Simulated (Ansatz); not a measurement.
# C₃HF₅O: one species, many methods

An exercise on one series of results from a longer session: the logs are not shown, and one member is left open.

Method: functionals in def2-TZVPP, the program's frozen cores in correlated methods; program: Ansatz 0.2.0, Gaussian basis.

Plan: LDA (SPW92), PBE-D4, revPBE-D4, BLYP-D4, r2SCAN-D4, B97M-V, PBE0-D4, B3LYP-D4, r2SCANh-D4, r2SCAN0-D4, HSE06-D4, BHLYP-D4, CAM-B3LYP-D4, LC-ωPBE, ωB97X-V, ωB97M-V, B2PLYP, PBE-QIDH; CCSD(T)/def2-SVP; MP2/def2-TZVPP; MP2/def2-QZVPP; RPA on PBE.

## Structure used throughout

All runs share one geometry, relaxed beforehand with PBE0-D4 in a triple-zeta def2 set.

SMILES `O=C(C(F)F)C(F)(F)F`, 10 atoms, charge 0, spin multiplicity 1.

Atoms are counted from 1 here; the program's logs count them from 0.

Bond lengths: O1–C2 1.188 Å, C2–C3 1.537 Å, C2–C6 1.550 Å, C3–F4 1.336 Å, C3–F5 1.351 Å, C3–H10 1.097 Å, C6–F7 1.338 Å, C6–F8 1.320 Å, C6–F9 1.330 Å. Angles: O1–C2–C3 122.9°, O1–C2–C6 121.2°, C3–C2–C6 115.9°, C2–C3–F4 109.4°, C2–C3–F5 109.2°, C2–C3–H10 111.1°, F4–C3–F5 109.1°, F4–C3–H10 109.3°, F5–C3–H10 108.7°, C2–C6–F7 109.7°, C2–C6–F8 110.7°, C2–C6–F9 110.3°, F7–C6–F8 108.7°, F7–C6–F9 108.5°, F8–C6–F9 108.8°.

The first run:

File in.yaml:

```yaml
crystal:
  periodic: [false, false, false]
  atoms:
    - {symbol: O, position_ang: [0.370167, -1.695226, -0.699959]}
    - {symbol: C, position_ang: [0.141679, -0.613336, -0.265423]}
    - {symbol: C, position_ang: [0.466728, 0.679221, -1.030808]}
    - {symbol: F, position_ang: [1.305201, 0.401416, -2.033285]}
    - {symbol: F, position_ang: [1.056675, 1.558154, -0.190642]}
    - {symbol: C, position_ang: [-0.548647, -0.428873, 1.109913]}
    - {symbol: F, position_ang: [-1.433964, 0.571723, 1.040736]}
    - {symbol: F, position_ang: [-1.183032, -1.530235, 1.466075]}
    - {symbol: F, position_ang: [0.352069, -0.131634, 2.042013]}
    - {symbol: H, position_ang: [-0.443677, 1.137591, -1.435624]}
basis:
  gaussian: {orbitals: def2-TZVPP}
hamiltonian: {xc: lda}
output: {orbitals: {seedname: orbitals}}
```

Run with:

```sh
$ ansatz run in.yaml --threads 4 --pin off --events-out ev --progress --plain --max-ram 11315MiB
```

Steps of the session up to this table: LDA; PBE-D4 (GGA); revPBE-D4 (GGA); BLYP-D4 (GGA); r2SCAN-D4 (meta-GGA); B97M-V (meta-GGA); PBE0-D4 (hybrid); B3LYP-D4 (hybrid); r2SCANh-D4 (hybrid); r2SCAN0-D4 (hybrid); HSE06-D4 (hybrid); BHLYP-D4 (hybrid); CAM-B3LYP-D4 (range-separated); LC-ωPBE (range-separated); ωB97X-V (range-separated); ωB97M-V (range-separated); B2PLYP (double hybrid); PBE-QIDH (double hybrid).

One of the session's tables, all rows but one given; the rest of the session is left out.

It belongs to the step «Orbital energies across the functionals». 

```
  functional  HOMO (eV)  LUMO (eV)  gap (eV)
 LDA (SPW92)      -7.39      -4.00      3.39
      PBE-D4      -7.16      -3.65      3.51
   revPBE-D4      -7.06      -3.52      3.54
     BLYP-D4      -7.13      -3.54      3.59
   r2SCAN-D4      -7.53      -3.51      4.03
      B97M-V          ?          ?         ?
     PBE0-D4      -8.90      -2.55      6.36
    B3LYP-D4      -8.70      -2.84      5.86
  r2SCANh-D4      -8.18      -3.10      5.09
  r2SCAN0-D4      -9.16      -2.47      6.69
    HSE06-D4      -8.49      -2.93      5.55
    BHLYP-D4     -10.66      -1.32      9.34
CAM-B3LYP-D4     -10.46      -1.34      9.12
     LC-ωPBE     -11.69      -0.03     11.66
     ωB97X-V     -11.37      -0.10     11.27
     ωB97M-V     -11.30      -0.16     11.14
```

Q: Estimate the row for B97M-V from the others.

As computed: HOMO (eV): -7.69; LUMO (eV): -3.34; gap (eV): 4.35. In the column «HOMO (eV)» it lies between r2SCANh-D4 (-8.18) and r2SCAN-D4 (-7.53).
